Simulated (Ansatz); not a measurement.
# ZrBr in Ansatz: tuning lower state search

Aim: find the choice of lower state search that runs ZrBr fastest, at r2SCAN. This setting moves, with any that are tied to it; all else stays.

All numbers are computed with Ansatz 0.2.0; they aren't measurements. Logs are shortened: lines on timing, memory, paths and dates and some standing lists are left out, and cuts for length are marked.

## 1. The structure

The cell holds a slab with vacuum, 8 atoms: a = 3.531 Å, b = 3.531 Å, c = 30.767 Å, α = 90.00°, β = 90.00°, γ = 60.23°.

## 2. With lower state search off

input.yaml

```yaml
crystal:
  lattice:
    - [3.5312090018, 0.0, 0.0]
    - [1.7534724933, 3.0650891063, 0.0]
    - [0.0, 0.0, 30.7671903649]
  atoms:
    - { symbol: Br, position: [0.6649616105, 0.6649616105, 0.2437661649] }
    - { symbol: Zr, position: [0.3308623475, 0.3308623475, 0.3050050943] }
    - { symbol: Zr, position: [0.9964502534, 0.9964502534, 0.3808303599] }
    - { symbol: Br, position: [0.6623509904, 0.6623509904, 0.4420692893] }
    - { symbol: Br, position: [0.1073991441, 0.1073991441, 0.5579307107] }
    - { symbol: Zr, position: [0.7732998811, 0.7732998811, 0.6191696401] }
    - { symbol: Zr, position: [0.4388877871, 0.4388877871, 0.6949949057] }
    - { symbol: Br, position: [0.1047885241, 0.1047885241, 0.7562338351] }
  periodic: [true, true, false]
hamiltonian:
  xc: r2scan
  pseudopotentials: { kind: paw }
kpoints:
  mp_grid: { grid: [6, 6, 1] }
scf:
  occupations: { method: gaussian, width: 0.05 }
  lower_state_search: "off"
output:
  forces: true
  eigenvalues: true
```

Potentials or basis: Ansatz PAW.

Started as:

```console
$ ansatz run input.yaml --threads 4 --pin off --max-ram 65536MiB --backend cpu --events-out ev --progress --plain --runs-dir out
```

It took 33 s on 4 threads of Arm Neoverse N1, host not shared; peak memory 2.4 GiB.

Results (log left out):

- Free energy: -27960.9535 eV
- Largest force: 0.047 eV/Å
- Band gap on the k mesh: 0.06 eV, direct

## 3. With lower state search light

Edit input.yaml of step 2 so:

```diff
@@ -22,3 +22,3 @@
   occupations: { method: gaussian, width: 0.05 }
-  lower_state_search: "off"
+  lower_state_search: light
 output:
```

Potentials or basis: Ansatz PAW.

Started as:

```console
$ ansatz run input.yaml --threads 4 --pin off --max-ram 65536MiB --backend cpu --events-out ev --progress --plain --runs-dir out
```

It took 27 s on 4 threads of Arm Neoverse N1, host not shared; peak memory 2.4 GiB.

Results (log left out):

```yaml
Free_energy: -27960.9535 eV
Largest_force: 0.047 eV/Å
Band_gap_on_the_k_mesh: 0.06 eV, direct
```

## 4. With lower state search standard

Edit input.yaml of step 3 so:

```diff
@@ -22,3 +22,3 @@
   occupations: { method: gaussian, width: 0.05 }
-  lower_state_search: light
+  lower_state_search: standard
 output:
```

Potentials or basis: Ansatz PAW.

Started as:

```console
$ ansatz run input.yaml --threads 4 --pin off --max-ram 65536MiB --backend cpu --events-out ev --progress --plain --runs-dir out
```

Standard output:

```text
Warning: crystal.periodic: the lattice vector that does not repeat stood 0.000° off the slab's normal, 30.767 Å along it as the deck builds it. The run solves the slab on a vector along the normal, 55.334 Å long, with every atom where it was (on the deck's vector they left 15.00 Å outside them, and the widest stretch free of ions among them is 3.56 Å). A fractional position that the run reports is one of the run's cell, which starts as this one, and not of the deck's: it goes into a deck with that cell's vectors. The slab on that cell runs as it stands in a deck that lists each atom with its symbol and moment, types crystal.periodic and leaves out crystal.checkpoint, crystal.saddle_side, crystal.structure_sha256, crystal.space_group, crystal.setting, crystal.reduce_to_primitive, crystal.supercell, crystal.defects and each atom's wyckoff. Where those keys changed the vectors of the plane, lay the indices of each lattice_plane and lattice_line anew on these rows. Along the normal they count this vector already. An outside_sphere can name other atoms there (type this run's as sites). In the order of the run's atom list the slab is: crystal.lattice: [[3.5312090018, 0.0, 0.0], [1.7534724933, 3.0650891063, 0.0], [0.0, 0.0, 55.33438072980038]]; position: [0.6649616105, 0.6649616105, 0.13553960306563567]; position: [0.3308623474999999, 0.3308623475, 0.1695898585079589]; position: [0.9964502533999997, 0.9964502534, 0.21175045288735717]; position: [0.6623509903999999, 0.6623509903999999, 0.2458007083296804]; position: [0.10739914409999995, 0.1073991441, 0.31022232760411295]; position: [0.7732998810999998, 0.7732998811, 0.34427258304643615]; position: [0.43888778709999987, 0.4388877870999999, 0.38643317742583444]; position: [0.1047885241, 0.1047885241, 0.42048343286815765];
Warning: RAYON_NUM_THREADS=56 ignored (pool sized by the plan → 4); use --threads N
crystal.periodic: the lattice vector that does not repeat stood 0.000° off the slab's normal, 30.767 Å along it as the deck builds it. The run solves the slab on a vector along the normal, 55.334 Å long, with every atom where it was (on the deck's vector they left 15.00 Å outside them, and the widest stretch free of ions among them is 3.56 Å). A fractional position that the run reports is one of the run's cell, which starts as this one, and not of the deck's: it goes into a deck with that cell's vectors. The slab on that cell runs as it stands in a deck that lists each atom with its symbol and moment, types crystal.periodic and leaves out crystal.checkpoint, crystal.saddle_side, crystal.structure_sha256, crystal.space_group, crystal.setting, crystal.reduce_to_primitive, crystal.supercell, crystal.defects and each atom's wyckoff. Where those keys changed the vectors of the plane, lay the indices of each lattice_plane and lattice_line anew on these rows. Along the normal they count this vector already. An outside_sphere can name other atoms there (type this run's as sites). In the order of the run's atom list the slab is: crystal.lattice: [[3.5312090018, 0.0, 0.0], [1.7534724933, 3.0650891063, 0.0], [0.0, 0.0, 55.33438072980038]]; position: [0.6649616105, 0.6649616105, 0.13553960306563567]; position: [0.3308623474999999, 0.3308623475, 0.1695898585079589]; position: [0.9964502533999997, 0.9964502534, 0.21175045288735717]; position: [0.6623509903999999, 0.6623509903999999, 0.2458007083296804]; position: [0.10739914409999995, 0.1073991441, 0.31022232760411295]; position: [0.7732998810999998, 0.7732998811, 0.34427258304643615]; position: [0.43888778709999987, 0.4388877870999999, 0.38643317742583444]; position: [0.1047885241, 0.1047885241, 0.42048343286815765];
Engine: ansatz 0.2.0, aarch64-unknown-linux-gnu
Pseudopotentials: kind: paw
Pseudopotential: Br, paw, valence charge 7, recommended cutoff 500 eV (meta_gga), Br.paw.azcp
Pseudopotential: Zr, paw, valence charge 12, recommended cutoff 500 eV (meta_gga), Zr.paw.azcp
Functional definition: r2SCAN
  parameter k0 = 0.174
  parameter k1 = 0.065
  parameter a1 = 4.9479
  exchange = r2scan_x(k0 = k0, k1 = k1, a1 = a1)
  correlation = r2scan_c
Crystal: 8 atoms, lattice volume = 598.910 Å³
Basis set: ecut = 500 eV, 15273 PW (Γ), exchange–correlation on 108×108×1620 points (64 copies of the dense FFT grid, shifted against one another)
Bands: 46, of which v1, the nominal top of the filled ones, is band 38 counted from 1 (37 counted from 0)
[... 39 lines left out ...]
  E_paw        = -20964.124749  (= ΣΔE_a)
  E_vpaw       = -365.445148  (= ΣTr[D̂ρ^β])
  E_aug_tail   = 0.000036  (compensation charges beyond the density's cutoff)
  E_vtau       = 71.441094  (kinetic-family band-sum trace: ∫τ·v_τ [+ j·A + Jᵃ·Aᵃ] dr)
  E_ewald      = 182801.330409
  E_core_change = -1.291741  (= ΣΔE_core)
  E_smearing   = -0.003207  (= −TS)
  E_closure    = 0.000000  (closes the sum)
  Σ components = -27960.953543   (vs F -27960.953543, Δ=0.00e0)
--- Forces (eV/Å), atoms counted from 1 ---
  atom   1  Br     0.00373506     0.00216632     0.00669737
  atom   2  Zr    -0.01214235    -0.00704250    -0.04484655
  atom   3  Zr     0.01358201     0.00787750     0.04149774
  atom   4  Br     0.00040664     0.00023585    -0.01268436
  atom   5  Br    -0.00040664    -0.00023585     0.01268436
  atom   6  Zr    -0.01358201    -0.00787750    -0.04149774
  atom   7  Zr     0.01214235     0.00704250     0.04484655
  atom   8  Br    -0.00373506    -0.00216632    -0.00669737
  max |Σ_I F_I| component: 5.20e-18 eV/Å
--- Band table (eV; the first three rows and the last of 13) ---
  k-point 0: bands = ["-55.0890", "-55.0890", "-54.9853", "-54.9853", "-32.7199", "-32.7198", "-32.2419", "-32.2419", "-32.2361", "-32.2360", "-32.2091", "-32.2091", "-32.1126", "-32.1126", "-32.1098", "-32.1098", "-21.7232", "-21.6660", "-21.6592", "-21.6103", "-10.6152", "-10.3138", "-10.1060", "-9.7578", "-7.6374", "-7.6021", "-7.5861", "-7.5795", "-7.5311", "-7.4969", "-7.4875", "-7.4810", "-6.4157", "-6.1669", "-5.6170", "-5.4413", "-3.4842", "-3.4782", "-3.4189", "-3.4185", "-2.9029", "-2.8814", "-2.8605", "-2.8561", "-2.7895", "-2.7750"]
  k-point 1: bands = ["-55.0755", "-55.0755", "-54.9840", "-54.9840", "-32.6876", "-32.6876", "-32.3860", "-32.3860", "-32.2662", "-32.2662", "-32.1896", "-32.1896", "-32.1485", "-32.1485", "-32.1184", "-32.1184", "-21.5715", "-21.5194", "-21.5173", "-21.4743", "-10.2888", "-9.9887", "-9.8826", "-9.5580", "-8.6601", "-8.6413", "-8.5380", "-8.5030", "-7.7814", "-7.7690", "-7.6859", "-7.6739", "-6.1093", "-6.0055", "-5.4890", "-5.4336", "-4.1264", "-4.1123", "-3.3064", "-3.3050", "-2.9579", "-2.8406", "-2.6135", "-2.5288", "-2.4827", "-2.4780"]
  k-point 2: bands = ["-55.0449", "-55.0449", "-54.9851", "-54.9851", "-32.6454", "-32.6454", "-32.5649", "-32.5649", "-32.3197", "-32.3197", "-32.2878", "-32.2878", "-32.1659", "-32.1659", "-32.1380", "-32.1380", "-21.2447", "-21.2104", "-21.2087", "-21.1832", "-10.2128", "-10.1845", "-10.0957", "-10.0648", "-9.5889", "-9.4360", "-9.4164", "-9.2135", "-8.1378", "-8.1180", "-8.0587", "-8.0405", "-5.9093", "-5.8647", "-5.4003", "-5.3724", "-4.7689", "-4.7416", "-3.2094", "-3.1964", "-2.9143", "-2.9092", "-1.8461", "-1.6054", "-1.4822", "-1.4564"]
  k-point 12: bands = ["-55.0243", "-55.0243", "-54.9896", "-54.9896", "-32.6514", "-32.6514", "-32.6450", "-32.6450", "-32.3516", "-32.3516", "-32.2655", "-32.2654", "-32.2240", "-32.2240", "-32.1535", "-32.1535", "-21.0748", "-21.0334", "-21.0328", "-21.0005", "-10.8354", "-10.7489", "-10.7486", "-10.6865", "-9.5117", "-9.2549", "-9.2521", "-9.0031", "-8.3739", "-8.3253", "-8.2762", "-8.2311", "-5.9325", "-5.9164", "-5.0288", "-5.0258", "-4.9780", "-4.9564", "-3.3941", "-3.3833", "-2.8223", "-2.7976", "-0.4476", "-0.4465", "-0.4385", "-0.4019"]
```

Run time: 33 s. Hardware: 4 threads of Arm Neoverse N1, host not shared; peak memory 2.4 GiB.

Results:

- Free energy: -27960.9535 eV
- Largest force: 0.047 eV/Å
- Band gap on the k mesh: 0.06 eV, direct

## 5. With lower state search full

Edit input.yaml of step 4 so:

```diff
@@ -22,3 +22,3 @@
   occupations: { method: gaussian, width: 0.05 }
-  lower_state_search: standard
+  lower_state_search: full
 output:
```

Started as:

```console
$ ansatz run input.yaml --threads 4 --pin off --max-ram 65536MiB --backend cpu --events-out ev --progress --plain --runs-dir out
```

Wall time 96 s (4 threads of Arm Neoverse N1, host not shared).

The calculation hadn't finished when its time ran out.

## 6. Summary

```csv
lower state search,energy less the last converged row (meV/atom),SCF cycles,wall time (s),peak memory (GiB)
off,0.00,8,33,2.4
light,0.00,8,27,2.4
standard,0.00,8,33,2.4
full,timed out after 96 s,-,-,-
```

Fastest here: light (27 s); slowest of those that converged: off (33 s). These are single runs, one after another on one machine, so differences under about a fifth mean little.

Caveats: the PAW data sets come from PBE, with cores solved anew for the run's functional, which leaves a small shift of forces and pressure.
